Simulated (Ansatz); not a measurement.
# C₂H₆InO₂ radical: how energies converge with the basis set

Aim: see how fast density functionals converge with the basis set for C₂H₆InO₂ radical.

Computed with Ansatz 0.2.0, Gaussian basis. Level: one geometry, several basis sets.

Plan: PBE0-D4/def2-SVP; ωB97M-V/def2-SVP; PBE0-D4/def2-QZVPP; ωB97M-V/def2-QZVPP; the functionals' def2-TZVPP values are taken from earlier runs.

**1. The geometry**

The geometry comes from an earlier relaxation with PBE0-D4 in a triple-zeta def2 set; it is a stationary point, not always the lowest conformer. In takes the def2 core potential; no spin-orbit term is included.

11 atoms, charge 0, spin multiplicity 2.

Atoms are counted from 1 here; the program's logs count them from 0.

Bond lengths: C1–O2 1.407 Å, C1–H6 1.098 Å, C1–H7 1.098 Å, C1–H8 1.097 Å, O2–In3 2.008 Å, In3–O4 2.020 Å, O4–C5 1.397 Å, C5–H9 1.097 Å, C5–H10 1.098 Å, C5–H11 1.098 Å. Angles: O2–C1–H6 111.6°, O2–C1–H7 113.7°, O2–C1–H8 108.4°, H6–C1–H7 107.6°, H6–C1–H8 107.7°, H7–C1–H8 107.5°, C1–O2–In3 119.8°, O2–In3–O4 111.1°, In3–O4–C5 127.3°, O4–C5–H9 108.1°, O4–C5–H10 112.9°, O4–C5–H11 113.0°, H9–C5–H10 107.3°, H9–C5–H11 107.3°, H10–C5–H11 108.0°.

**2. PBE0-D4 in def2-SVP**

in.yaml reads:

```yaml
crystal:
  periodic: [false, false, false]
  atoms:
    - {symbol: C, position_ang: [-0.908369, -0.832024, 2.096924]}
    - {symbol: O, position_ang: [0.291722, -1.480684, 1.752345]}
    - {symbol: In, position_ang: [1.318998, -0.886544, 0.132609]}
    - {symbol: O, position_ang: [0.260893, 0.451668, -0.948977]}
    - {symbol: C, position_ang: [0.633662, 1.047080, -2.156410]}
    - {symbol: H, position_ang: [-0.730693, 0.014164, 2.773691]}
    - {symbol: H, position_ang: [-1.469956, -0.454635, 1.232562]}
    - {symbol: H, position_ang: [-1.551308, -1.549409, 2.621451]}
    - {symbol: H, position_ang: [-0.168009, 1.731392, -2.460151]}
    - {symbol: H, position_ang: [0.767949, 0.320113, -2.968311]}
    - {symbol: H, position_ang: [1.555101, 1.638868, -2.075733]}
basis:
  gaussian: {orbitals: def2-SVP}
magnetization: {spin_polarized: true, initial_magnetization: 1}
hamiltonian: {xc: pbe0, dispersion: d4}
output: {orbitals: {seedname: orbitals}}
```

The runs that follow: ωB97M-V in def2-SVP; PBE0-D4 in def2-QZVPP; ωB97M-V in def2-QZVPP.

**Question.** What will the summary of the whole plan be? Wanted: PBE0-D4: double and triple zeta above quadruple; ωB97M-V: double and triple zeta above quadruple.

**Answer**, as computed:

| quantity | value |
| --- | --- |
| PBE0-D4: double and triple zeta above quadruple | 8.11, 0.42 eV |
| ωB97M-V: double and triple zeta above quadruple | 8.37, 0.41 eV |

**Reading.** For PBE0-D4 the step from double to triple zeta gains 7.69 eV and the next only 0.42 eV. These are total energies; as a rule much of such shifts cancels in differences, which this series doesn't test.
